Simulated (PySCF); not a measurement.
**C3H4BBr (SMILES C#CCBBr) at 6 levels**

Wanted: a comparison of 6 runs (HF/STO-3G, HF/3-21G, HF/def2-SVP, B3LYP/6-31G*, BLYP/6-311G**, B3LYP/def2-TZVP) of C3H4BBr. The job is set up through a Python script.

The calculation is run with PySCF 2.14.0.

### 1 Starting point

C3H4BBr has 9 atoms, charge 0, and is taken as a singlet. SMILES: `C#CCBBr`. The shape is that of a GFN2-xTB optimisation. This is one conformer, not always the lowest.

Bond lengths: C1–C2 1.196 Å, C2–C3 1.449 Å, C3–B4 1.578 Å, B4–Br5 1.864 Å, C1–H6 1.049 Å, C3–H7 1.099 Å, C3–H8 1.098 Å, B4–H9 1.172 Å. Some angles: C1–C2–C3 179.1°, C2–C3–B4 115.3°, C3–B4–Br5 118.8°, C2–C1–H6 178.9°, C2–C3–H7 108.2°, C2–C3–H8 108.3°, B4–C3–H7 109.5°, B4–C3–H8 110.2°, C3–B4–H9 123.0°, Br5–B4–H9 118.3°.

### 2 Energy and forces at HF/STO-3G (run 1)

calc.py reads:

```python
# C#CCBBr
from pyscf import gto

molecule = gto.Mole()
molecule.atom = [
    ('C', (-0.379800, 0.226590, 2.222690)),
    ('C', (0.056570, 0.197120, 1.109370)),
    ('C', (0.570400, 0.146620, -0.245050)),
    ('B', (-0.450440, -0.363810, -1.334300)),
    ('Br', (0.086680, -0.402530, -3.119280)),
    ('H', (-0.753930, 0.270410, 3.201250)),
    ('H', (1.463420, -0.493990, -0.250280)),
    ('H', (0.940780, 1.145770, -0.511360)),
    ('H', (-1.533670, -0.726180, -1.073040)),
]
molecule.charge = 0
molecule.basis = 'sto-3g'
molecule.verbose = 3
molecule.max_memory = 1860
molecule.build()

calc0 = molecule.RHF()
calc0.conv_tol = 1e-10
calc0.kernel()
if not calc0.converged:
    calc0 = calc0.newton().run(calc0.mo_coeff, calc0.mo_occ)

energy = calc0.e_tot
print('E = %.10f Eh' % energy)
grad = calc0.nuc_grad_method().kernel()
calc0.analyze()
```

Started as:

```sh
$ OMP_NUM_THREADS=1 python calc.py
```

The log of the run:

```text
converged SCF energy = -2683.53075626385
E = -2683.5307562639 Eh
--------------- RHF gradients ---------------
         x                y                z
0 C    -0.0344348409     0.0009683502     0.0860953702
1 C     0.0431592838    -0.0010542306    -0.1022906085
2 C    -0.0229228281    -0.0045959395     0.0164442161
3 B     0.0073081641     0.0028171350     0.0018041653
4 Br    -0.0003377487     0.0008198512     0.0072451308
5 H     0.0058612409    -0.0000038352    -0.0148809599
6 H     0.0052344538    -0.0021752228     0.0037723695
7 H     0.0027718030     0.0057343267     0.0027273142
8 H    -0.0066395277    -0.0025104348    -0.0009169976
----------------------------------------------
**** MO energy ****
MO #1   energy= -484.486196984041  occ= 2
MO #2   energy= -63.212454666596   occ= 2
MO #3   energy= -57.7619979175637  occ= 2
MO #4   energy= -57.760666452376   occ= 2
MO #5   energy= -57.7602260225937  occ= 2
MO #6   energy= -11.06003279818    occ= 2
MO #7   energy= -10.9953469422993  occ= 2
MO #8   energy= -10.9749454024757  occ= 2
MO #9   energy= -9.15786908214657  occ= 2
MO #10  energy= -7.46866660656887  occ= 2
MO #11  energy= -6.90785414333764  occ= 2
MO #12  energy= -6.89882887379329  occ= 2
MO #13  energy= -6.89655818221595  occ= 2
MO #14  energy= -2.26459419418037  occ= 2
MO #15  energy= -2.26173587654563  occ= 2
MO #16  energy= -2.25955426709281  occ= 2
MO #17  energy= -2.25114122845036  occ= 2
MO #18  energy= -2.25101118191743  occ= 2
MO #19  energy= -1.00665947385957  occ= 2
MO #20  energy= -0.922883950330556 occ= 2
MO #21  energy= -0.883342952173342 occ= 2
MO #22  energy= -0.665718575550215 occ= 2
MO #23  energy= -0.628744292105959 occ= 2
MO #24  energy= -0.570332479254668 occ= 2
MO #25  energy= -0.564182795133695 occ= 2
MO #26  energy= -0.499836958132893 occ= 2
MO #27  energy= -0.426710168941393 occ= 2
MO #28  energy= -0.354026919833032 occ= 2
MO #29  energy= -0.335106674093422 occ= 2
MO #30  energy= -0.325493785364881 occ= 2
MO #31  energy= -0.31055305057944  occ= 2
MO #32  energy= 0.220941886959189  occ= 0
MO #33  energy= 0.393375734951001  occ= 0
MO #34  energy= 0.399034380789583  occ= 0
MO #35  energy= 0.48798033893308   occ= 0
MO #36  energy= 0.588243837802501  occ= 0
MO #37  energy= 0.660686700689355  occ= 0
MO #38  energy= 0.716108378844305  occ= 0
MO #39  energy= 0.733788533824277  occ= 0
MO #40  energy= 0.762226688094754  occ= 0
MO #41  energy= 0.822715072487138  occ= 0
MO #42  energy= 1.51091316922488   occ= 0
 ** Mulliken atomic charges  **
charge of    0C =     -0.12439
charge of    1C =     -0.02986
charge of    2C =     -0.12234
charge of    3B =      0.15479
charge of    4Br =     -0.03359
charge of    5H =      0.07381
charge of    6H =      0.06237
charge of    7H =      0.06141
charge of    8H =     -0.04221
Dipole moment(X, Y, Z, Debye):  0.14752,  0.08570,  0.46023
```

Wall time 4.5 s (1 thread of Intel Xeon at 2.70GHz, shared host); peak memory 0.12 GiB.

### 3 Energy and forces at HF/3-21G (run 2)

calc.py reads:

```python
# C#CCBBr
import pyscf.grad
from pyscf import gto

system = gto.M(
    atom='''
C     -0.717718     0.428193     4.200275
C      0.106902     0.372503     2.096405
C      1.077900     0.277072    -0.463077
B     -0.851208    -0.687501    -2.521462
Br     0.163801    -0.760671    -5.894585
H     -1.424721     0.511001     6.049486
H      2.765463    -0.933506    -0.472961
H      1.777817     2.165192    -0.966330
H     -2.898216    -1.372281    -2.027752
''',
    basis='3-21g',
    charge=0,
    verbose=4,
    unit='bohr',
    max_memory=1860,
)

hf = system.RHF()
hf.conv_tol = 1e-10
hf.kernel()
if not hf.converged:
    hf = hf.newton().run(hf.mo_coeff, hf.mo_occ)

energy = hf.e_tot
print('E(%s) = %.9f' % ('HF', energy))
grad = hf.Gradients().kernel()
dip = hf.dip_moment()
pop, q = hf.mulliken_pop()
```

Started as:

```sh
$ OMP_NUM_THREADS=1 python calc.py
```

The log of the run:

```text
PySCF version 2.14.0

[... 67 lines left out ...]
converged SCF energy = -2699.84253014222
[... 12 lines left out ...]
Dipole moment(X, Y, Z, Debye):  0.25900,  0.15460,  0.68540
[... 37 lines left out ...]
pop of  4 Br 1s           1.99982
pop of  4 Br 2s           1.99678
pop of  4 Br 3s           2.00131
pop of  4 Br 4s           0.75788
pop of  4 Br 5s           1.24352
pop of  4 Br 2px          1.99679
pop of  4 Br 2py          1.99672
pop of  4 Br 2pz          1.99638
pop of  4 Br 3px          1.99198
pop of  4 Br 3py          1.99135
pop of  4 Br 3pz          1.98987
pop of  4 Br 4px          0.84098
pop of  4 Br 4py          0.79626
pop of  4 Br 4pz          0.74345
pop of  4 Br 5px          1.03337
pop of  4 Br 5py          1.06051
pop of  4 Br 5pz          0.67493
pop of  4 Br 3dxy         1.99993
pop of  4 Br 3dyz         1.99942
pop of  4 Br 3dz^2        1.99729
pop of  4 Br 3dxz         1.99851
pop of  4 Br 3dx2-y2      1.99984
pop of  5 H 1s            0.45937
pop of  5 H 2s            0.20619
pop of  6 H 1s            0.44619
pop of  6 H 2s            0.27801
pop of  7 H 1s            0.44692
pop of  7 H 2s            0.27749
pop of  8 H 1s            0.46670
pop of  8 H 2s            0.50491
 ** Mulliken atomic charges  **
charge of    0C =     -0.39863
charge of    1C =     -0.03219
charge of    2C =     -0.77593
charge of    3B =      0.39942
charge of    4Br =     -0.10688
charge of    5H =      0.33444
charge of    6H =      0.27579
charge of    7H =      0.27559
charge of    8H =      0.02839
```

Run time: 3.6 s. Hardware: 1 thread of Intel Xeon at 2.70GHz, shared host; peak memory 0.14 GiB.

Run 3 isn't shown in full; the table further down has it.

### 4 Energy and gradient at B3LYP/6-31G(d) (spherical functions) (run 4)

geometry.xyz reads:

```xyz
9
C3H4BBr
C     -0.379800     0.226590     2.222690
C      0.056570     0.197120     1.109370
C      0.570400     0.146620    -0.245050
B     -0.450440    -0.363810    -1.334300
Br     0.086680    -0.402530    -3.119280
H     -0.753930     0.270410     3.201250
H      1.463420    -0.493990    -0.250280
H      0.940780     1.145770    -0.511360
H     -1.533670    -0.726180    -1.073040
```

job.py reads:

```python
import pyscf.grad
from pyscf import gto, dft

mol = gto.M(
    atom='geometry.xyz',
    max_memory=1860,
    verbose=4,
    charge=0,
    basis='6-31g*',
)

mf = dft.RKS(mol)
mf.xc = 'b3lyp'
mf.conv_tol = 1e-10
mf.grids.level = 5
mf.kernel()
if not mf.converged:
    mf = mf.newton().run(mf.mo_coeff, mf.mo_occ)

energy = mf.e_tot
print('E = %.10f Eh' % energy)
grad = mf.Gradients().kernel()
mf.analyze()
```

Started as:

```sh
$ OMP_NUM_THREADS=1 python job.py
```

The log of the run:

```text
PySCF version 2.14.0

[... 94 lines left out ...]
One-electron Energy =                -4243.772770062907512
[... 10 lines left out ...]
MO #6   energy= -10.1988435806948  occ= 2
[... 8 lines left out ...]
MO #15  energy= -2.63938923572219  occ= 2
[... 8 lines left out ...]
MO #24  energy= -0.466044195410637 occ= 2
[... 8 lines left out ...]
MO #33  energy= 0.0488682238192144 occ= 0
[... 8 lines left out ...]
MO #42  energy= 0.277820782854643  occ= 0
[... 8 lines left out ...]
MO #51  energy= 0.533935400544155  occ= 0
[... 8 lines left out ...]
MO #60  energy= 0.77938132843064   occ= 0
[... 8 lines left out ...]
MO #69  energy= 1.22497455365346   occ= 0
[... 8 lines left out ...]
MO #78  energy= 1.66494954277488   occ= 0
[... 8 lines left out ...]
MO #87  energy= 2.32249809254907   occ= 0
[... 8 lines left out ...]
MO #96  energy= 4.95977901315206   occ= 0
[... 69 lines left out ...]
pop of  4 Br 4px          1.88854
pop of  4 Br 4py          1.80998
pop of  4 Br 4pz          1.43215
pop of  4 Br 5px          0.00297
pop of  4 Br 5py          0.00062
pop of  4 Br 5pz          0.00764
pop of  4 Br 3dxy         1.99988
pop of  4 Br 3dyz         1.99984
pop of  4 Br 3dz^2        1.99980
pop of  4 Br 3dxz         1.99983
pop of  4 Br 3dx2-y2      1.99988
pop of  4 Br 4dxy         0.00028
pop of  4 Br 4dyz         0.00201
pop of  4 Br 4dz^2        0.00584
pop of  4 Br 4dxz         0.00252
pop of  4 Br 4dx2-y2      0.00021
pop of  4 Br 5dxy         0.00002
pop of  4 Br 5dyz         0.00011
pop of  4 Br 5dz^2        0.00031
pop of  4 Br 5dxz         0.00017
pop of  4 Br 5dx2-y2      0.00002
pop of  5 H 1s            0.83073
pop of  5 H 2s            0.01149
pop of  6 H 1s            0.84547
pop of  6 H 2s            0.00811
pop of  7 H 1s            0.84705
pop of  7 H 2s            0.00814
pop of  8 H 1s            0.96223
pop of  8 H 2s            0.00710
 ** Mulliken atomic charges  **
charge of    0C =     -0.21532
charge of    1C =     -0.02650
charge of    2C =     -0.28352
charge of    3B =      0.07142
charge of    4Br =     -0.02576
charge of    5H =      0.15778
charge of    6H =      0.14643
charge of    7H =      0.14480
charge of    8H =      0.03067
Dipole moment(X, Y, Z, Debye):  0.38750,  0.15317,  0.32107
```

Wall time 47 s (1 thread of Intel Xeon at 2.70GHz, shared host); peak memory 0.95 GiB.

Run 5 isn't shown in full; the table further down has it.

### 5 Energy and gradient at B3LYP/def2-TZVP (run 6)

Edit geometry.xyz of step 4 so:

```diff
@@ -1,3 +1,3 @@
 9
-C3H4BBr
+
 C     -0.379800     0.226590     2.222690
```

run.py reads:

```python
from pyscf import gto, dft

mol = gto.Mole()
mol.atom = 'geometry.xyz'
mol.charge = 0
mol.verbose = 3
mol.basis = 'def2-tzvp'
mol.max_memory = 1860
mol.spin = 0
mol.build()

calc0 = dft.RKS(mol, xc='b3lyp')
calc0.conv_tol = 1e-10
calc0.grids.level = 5
calc0.kernel()
if not calc0.converged:
    calc0 = calc0.newton().run(calc0.mo_coeff, calc0.mo_occ)

e_tot = calc0.e_tot
print('E = %.10f Eh' % e_tot)
grad = calc0.nuc_grad_method().kernel()
dip = calc0.dip_moment()
pop, q = calc0.mulliken_pop()
```

Started as:

```sh
$ OMP_NUM_THREADS=1 python run.py
```

The log of the run:

```text
converged SCF energy = -2715.77423676158
[... 9 lines left out ...]
Dipole moment(X, Y, Z, Debye):  0.41792,  0.12381,  0.04126
[... 167 lines left out ...]
pop of  4 Br 4f-2         0.00019
pop of  4 Br 4f-1         0.00077
pop of  4 Br 4f+0         0.00191
pop of  4 Br 4f+1         0.00158
pop of  4 Br 4f+2         0.00029
pop of  4 Br 4f+3         0.00001
pop of  5 H 1s            0.27149
pop of  5 H 2s            0.45943
pop of  5 H 3s            0.06243
pop of  5 H 2px           0.00569
pop of  5 H 2py           0.00439
pop of  5 H 2pz           0.01287
pop of  6 H 1s            0.26986
pop of  6 H 2s            0.47214
pop of  6 H 3s            0.08793
pop of  6 H 2px           0.01074
pop of  6 H 2py           0.00730
pop of  6 H 2pz           0.00446
pop of  7 H 1s            0.27043
pop of  7 H 2s            0.47156
pop of  7 H 3s            0.08785
pop of  7 H 2px           0.00604
pop of  7 H 2py           0.01142
pop of  7 H 2pz           0.00499
pop of  8 H 1s            0.27234
pop of  8 H 2s            0.48446
pop of  8 H 3s            0.19973
pop of  8 H 2px           0.00546
pop of  8 H 2py           0.00113
pop of  8 H 2pz           0.00242
 ** Mulliken atomic charges  **
charge of    0C =     -0.08374
charge of    1C =     -0.07558
charge of    2C =     -0.36464
charge of    3B =      0.07471
charge of    4Br =     -0.06421
charge of    5H =      0.18371
charge of    6H =      0.14758
charge of    7H =      0.14772
charge of    8H =      0.03446
```

Wall time 2.9 min (1 thread of Intel Xeon at 2.70GHz, shared host); peak memory 3 GiB.

### 6 The series

```tsv
run	level	integration grid	energy (Eh)	dipole moment (D)	HOMO energy (eV)	LUMO energy (eV)	wall time
1	HF/STO-3G	–	-2683.530756	0.49	-8.45	6.01	4.5 s
2	HF/3-21G	–	-2699.842530	0.75	-10.38	2.21	3.6 s
3	HF/def2-SVP	–	-2712.580591	0.52	-10.45	2.09	13 s
4	B3LYP/6-31G* (spherical functions)	5	-2715.402746	0.53	-7.09	-1.66	47 s
5	BLYP/6-311G**	5	-2715.646358	0.49	-6.20	-2.50	75 s
6	B3LYP/def2-TZVP	5	-2715.774237	0.44	-7.45	-1.93	2.9 min
```

### 7 What came out

| quantity | value |
| --- | --- |
| run 6: total energy | -2715.77424 Eh |
| run 6: dipole moment | 0.44 D |
| run 6: HOMO energy | -7.45 eV |
| run 6: LUMO energy | -1.93 eV |
| run 6: HOMO–LUMO gap | 5.52 eV |
| run 6: largest force on an atom | 1.074 eV/Å |

In words: The dipole moment (its size) runs from 0.44 D (B3LYP/def2-TZVP) to 0.75 D (HF/3-21G). The two ends differ in method and basis. The HOMO–LUMO gap runs from 3.70 eV (BLYP/6-311G**) to 14.46 eV (HF/STO-3G). Totals of different functionals can't be ranked against each other. In run 1 the basis is minimal, so the values are rough. All runs together took 5.2 min, the longest 2.9 min.
